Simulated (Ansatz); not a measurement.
# CH5ClFNSi: a ladder of functionals and wavefunction methods

An exercise on one series of results from a longer session: the logs are not shown, and one member is left open.

Program: Ansatz 0.2.0, Gaussian basis. Level of theory: functionals in def2-TZVPP, the program's frozen cores in correlated methods. These are calculated values, not measurements.

Levels to be run: PBE-D4, r2SCAN-D4, PBE0-D4, B3LYP-D4, ωB97X-V, ωB97M-V, B2PLYP; CCSD(T)/def2-TZVPP; MP2/def2-QZVPP; extrapolation to the limit.

**The relaxed structure**

The geometry comes from an earlier relaxation with PBE0-D4 in a triple-zeta def2 set; it is a stationary point, not always the lowest conformer.

SMILES `N[SiH](F)CCl`, 10 atoms, charge 0, spin multiplicity 1.

Atoms are counted from 1 here; the program's logs count them from 0.

Bond lengths: N1–Si2 1.689 Å, N1–H6 1.005 Å, N1–H7 1.005 Å, Si2–F3 1.607 Å, Si2–C4 1.873 Å, Si2–H8 1.477 Å, C4–Cl5 1.784 Å, C4–H9 1.091 Å, C4–H10 1.092 Å. Angles: Si2–N1–H6 123.9°, Si2–N1–H7 122.5°, H6–N1–H7 112.5°, N1–Si2–F3 113.8°, N1–Si2–C4 110.6°, N1–Si2–H8 108.7°, F3–Si2–C4 103.7°, F3–Si2–H8 106.8°, C4–Si2–H8 113.2°, Si2–C4–Cl5 110.5°, Si2–C4–H9 111.1°, Si2–C4–H10 111.9°, Cl5–C4–H9 107.7°, Cl5–C4–H10 107.8°, H9–C4–H10 107.7°.

Set-up of the first run:

in.yaml reads:

```yaml
crystal:
  periodic: [false, false, false]
  atoms:
    - {symbol: N, position_ang: [-0.481783, -1.276894, -0.887170]}
    - {symbol: Si, position_ang: [0.095810, -0.513036, 0.503985]}
    - {symbol: F, position_ang: [1.542914, -1.029058, 0.973910]}
    - {symbol: C, position_ang: [0.356453, 1.315127, 0.192391]}
    - {symbol: Cl, position_ang: [-1.204550, 2.125477, -0.105267]}
    - {symbol: H, position_ang: [-0.161024, -1.067833, -1.816709]}
    - {symbol: H, position_ang: [-1.044947, -2.108429, -0.852345]}
    - {symbol: H, position_ang: [-0.837422, -0.787074, 1.615625]}
    - {symbol: H, position_ang: [0.821746, 1.797355, 1.052785]}
    - {symbol: H, position_ang: [0.995902, 1.493267, -0.674307]}
basis:
  gaussian: {orbitals: def2-TZVPP}
hamiltonian: {xc: pbe, dispersion: d4}
output: {forces: true, orbitals: {seedname: orbitals}}
```

Started as:

```sh
ansatz run in.yaml --threads 4 --pin off --events-out ev --progress --plain --max-ram 10444MiB
```

Among the steps run: PBE-D4 (GGA); r2SCAN-D4 (meta-GGA); PBE0-D4 (hybrid); B3LYP-D4 (hybrid); ωB97X-V (range-separated); ωB97M-V (range-separated); B2PLYP (double hybrid); CCSD(T) in def2-TZVPP; MP2 in def2-QZVPP.

One table of the session follows, with a row left open; its other results are not shown here.

| method | atomisation energy (kJ/mol) |
| --- | --- |
| PBE-D4 | 3661.4 |
| r2SCAN-D4 | 3604.8 |
| PBE0-D4 | 3596.7 |
| B3LYP-D4 | 3601.2 |
| ωB97X-V | 3626.1 |
| ωB97M-V | 3627.1 |
| B2PLYP | 3565.6 |
| HF/def2-TZVPP | ? |
| MP2/def2-TZVPP | 3575.7 |
| CCSD/def2-TZVPP | 3451.7 |
| CCSD(T)/def2-TZVPP | 3504.7 |
| MP2/CBS | 3689.7 |
| CCSD(T)/CBS | 3618.7 |

**Question.** Estimate the row for HF/def2-TZVPP.

As computed: atomisation energy (kJ/mol): 2600.2. In the column «atomisation energy (kJ/mol)» it is the lowest.
